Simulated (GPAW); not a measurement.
A calculation with GPAW 26.7.0 of MnS (native input, structure typed inline):

Contents of run.py:

```python
import numpy as np
from ase import Atoms
from ase.units import Ha
from gpaw import PW
from gpaw.dft import DFT
from gpaw.hubbard import aoom

atoms = Atoms(['Mn', 'S'],
              cell=[[0.0, 2.61224989, 2.61224989],
                    [2.61224989, 0.0, 2.61224989],
                    [2.61224989, 2.61224989, 0.0]],
              scaled_positions=[[0.0, 0.0, 0.0],
                                [0.5, 0.5, 0.5]],
              pbc=True)
atoms.set_initial_magnetic_moments([5.0, 0.0])

def hold(setup, l, U, n_smm):
    """Build the Hubbard potential of this atom from a typed occupation matrix."""
    free = setup.hubbard_u.calculate

    def calculate(setup, D_sii):
        energy, dH_sii = free(setup, D_sii)
        m = 2 * l + 1
        first = np.cumsum([0] + [2 * x + 1 for x in setup.l_j])
        blocks = [slice(first[j], first[j] + m) for j, x in enumerate(setup.l_j) if x == l]
        for s, n_mm in enumerate(n_smm):
            _, V_ii = aoom(D_sii[s], l, setup.l_j, setup.n_j, setup.N0_q)
            for i1 in blocks:
                for i2 in blocks:
                    V_ii[i1, i2] *= U / Ha / 2 * (np.eye(m) - 2 * np.array(n_mm))
            dH_sii[s] = V_ii
        return energy, dH_sii

    setup.hubbard_u.calculate = calculate
    return free

# occupation matrices [spin][m][m'] in real spherical harmonics, m = -l ... l
start = {
    0: [[[1.0, 0.0, 0.0, 0.0, 0.0],
         [0.0, 1.0, 0.0, 0.0, 0.0],
         [0.0, 0.0, 1.0, 0.0, 0.0],
         [0.0, 0.0, 0.0, 1.0, 0.0],
         [0.0, 0.0, 0.0, 0.0, 1.0]],
        [[0.0, 0.0, 0.0, 0.0, 0.0],
         [0.0, 0.0, 0.0, 0.0, 0.0],
         [0.0, 0.0, 0.0, 0.0, 0.0],
         [0.0, 0.0, 0.0, 0.0, 0.0],
         [0.0, 0.0, 0.0, 0.0, 0.0]]],
}

dft = DFT(atoms,
          mode=PW(600),
          xc='PBE',
          kpts={'size': (6, 6, 6), 'gamma': True},
          occupations={'name': 'methfessel-paxton', 'order': 0, 'width': 0.05},
          setups={0: ':d,5.0'},
          nbands=23,
          convergence={'density': 0.0001, 'energy': 1e-05},
          maxiter=120,
          symmetry={'point_group': False},
          converge=False,
          txt='gpaw.txt')
free = {a: hold(dft.setups[a], l, 5, start[a]) for a, l in {0: 2}.items()}
dft.converge(steps=13)
for a, calculate in free.items():
    dft.setups[a].hubbard_u.calculate = calculate
dft.converge()
print(f'Energy: {dft.calculate_energy():.6f} eV')
print('Forces (eV/A):')
print(dft.calculate_forces().round(4))
print('Stress (eV/A^3):', dft.calculate_stress().round(6))
print('Moments:', dft.magmoms()[1][:, 2].round(3))
dft.write_converged()
dft.write_gpw_file('gs.gpw')
for a, l in {0: 2}.items():
    setup = dft.setups[a]
    for s, D_ii in enumerate(dft.density.D_asii[a]):
        n_mm = aoom(D_ii, l, setup.l_j, setup.n_j, setup.N0_q)[0]
        print(f'atom {a} spin {s} trace {n_mm.trace():.4f} eigenvalues', *np.linalg.eigvalsh(n_mm).round(3))
        np.savetxt(f'occupation-{a}-{s}.dat', n_mm, fmt='%8.4f')
```

Potentials or basis: GPAW PAW data sets (gpaw-data 1.2.1), pw.

The run is started by

```bash
$ OMP_NUM_THREADS=1 python run.py
```

Q: Write the same calculation in another form: native input, structure from a POSCAR.

A: As run:

The input run.py:

```python
import numpy as np
from ase.io import read
from ase.units import Ha
from gpaw import PW
from gpaw.dft import DFT
from gpaw.hubbard import aoom

atoms = read('POSCAR')
atoms.set_initial_magnetic_moments([5.0, 0.0])

def hold(setup, l, U, n_smm):
    """Build the Hubbard potential of this atom from a typed occupation matrix."""
    free = setup.hubbard_u.calculate

    def calculate(setup, D_sii):
        energy, dH_sii = free(setup, D_sii)
        m = 2 * l + 1
        first = np.cumsum([0] + [2 * x + 1 for x in setup.l_j])
        blocks = [slice(first[j], first[j] + m) for j, x in enumerate(setup.l_j) if x == l]
        for s, n_mm in enumerate(n_smm):
            _, V_ii = aoom(D_sii[s], l, setup.l_j, setup.n_j, setup.N0_q)
            for i1 in blocks:
                for i2 in blocks:
                    V_ii[i1, i2] *= U / Ha / 2 * (np.eye(m) - 2 * np.array(n_mm))
            dH_sii[s] = V_ii
        return energy, dH_sii

    setup.hubbard_u.calculate = calculate
    return free

# occupation matrices [spin][m][m'] in real spherical harmonics, m = -l ... l
start = {
    0: [[[1.0, 0.0, 0.0, 0.0, 0.0],
         [0.0, 1.0, 0.0, 0.0, 0.0],
         [0.0, 0.0, 1.0, 0.0, 0.0],
         [0.0, 0.0, 0.0, 1.0, 0.0],
         [0.0, 0.0, 0.0, 0.0, 1.0]],
        [[0.0, 0.0, 0.0, 0.0, 0.0],
         [0.0, 0.0, 0.0, 0.0, 0.0],
         [0.0, 0.0, 0.0, 0.0, 0.0],
         [0.0, 0.0, 0.0, 0.0, 0.0],
         [0.0, 0.0, 0.0, 0.0, 0.0]]],
}

dft = DFT(atoms,
          mode=PW(600),
          xc='PBE',
          kpts={'size': (6, 6, 6), 'gamma': True},
          occupations={'name': 'methfessel-paxton', 'order': 0, 'width': 0.05},
          setups={0: ':d,5.0'},
          nbands=23,
          convergence={'density': 0.0001, 'energy': 1e-05},
          maxiter=120,
          symmetry={'point_group': False},
          converge=False,
          txt='gpaw.txt')
free = {a: hold(dft.setups[a], l, 5, start[a]) for a, l in {0: 2}.items()}
dft.converge(steps=11)
for a, calculate in free.items():
    dft.setups[a].hubbard_u.calculate = calculate
dft.converge()
print(f'Energy: {dft.calculate_energy():.6f} eV')
print('Forces (eV/A):')
print(dft.calculate_forces().round(4))
print('Stress (eV/A^3):', dft.calculate_stress().round(6))
print('Moments:', dft.magmoms()[1][:, 2].round(3))
dft.write_converged()
dft.write_gpw_file('gs.gpw')
for a, l in {0: 2}.items():
    setup = dft.setups[a]
    for s, D_ii in enumerate(dft.density.D_asii[a]):
        n_mm = aoom(D_ii, l, setup.l_j, setup.n_j, setup.N0_q)[0]
        print(f'atom {a} spin {s} trace {n_mm.trace():.4f} eigenvalues', *np.linalg.eigvalsh(n_mm).round(3))
        np.savetxt(f'occupation-{a}-{s}.dat', n_mm, fmt='%8.4f')
```

The input POSCAR:

```
MnS
1.0
    0.0000000000      2.6122498900      2.6122498900
    2.6122498900      0.0000000000      2.6122498900
    2.6122498900      2.6122498900      0.0000000000
Mn S
1 1
Direct
    0.0000000000      0.0000000000      0.0000000000
    0.5000000000      0.5000000000      0.5000000000
```

Potentials or basis: GPAW PAW data sets (gpaw-data 1.2.1), pw.

The run is started by

```bash
$ OMP_NUM_THREADS=1 python run.py
```

Both were run:

|  | native input, structure typed inline | native input, structure from a POSCAR |
| --- | --- | --- |
| Pressure | 5.1 GPa | 5.1 GPa |
| Band gap on the k mesh | 1.08 eV, indirect (least direct gap 3.22 eV) | 1.08 eV, indirect (least direct gap 3.22 eV) |
| Net moment | 5.00 μB per cell | 5.00 μB per cell |
| Site moments | Mn +4.54; S +0.07 μB | Mn +4.54; S +0.07 μB |

Keys that steer only the numerical path or the files written may differ.

Caveat: the occupation matrix was held by a function in the script for the first cycles and then freed; the end state hangs on it; a cell with one magnetic atom can't hold antiferromagnetic order, which such compounds often take.
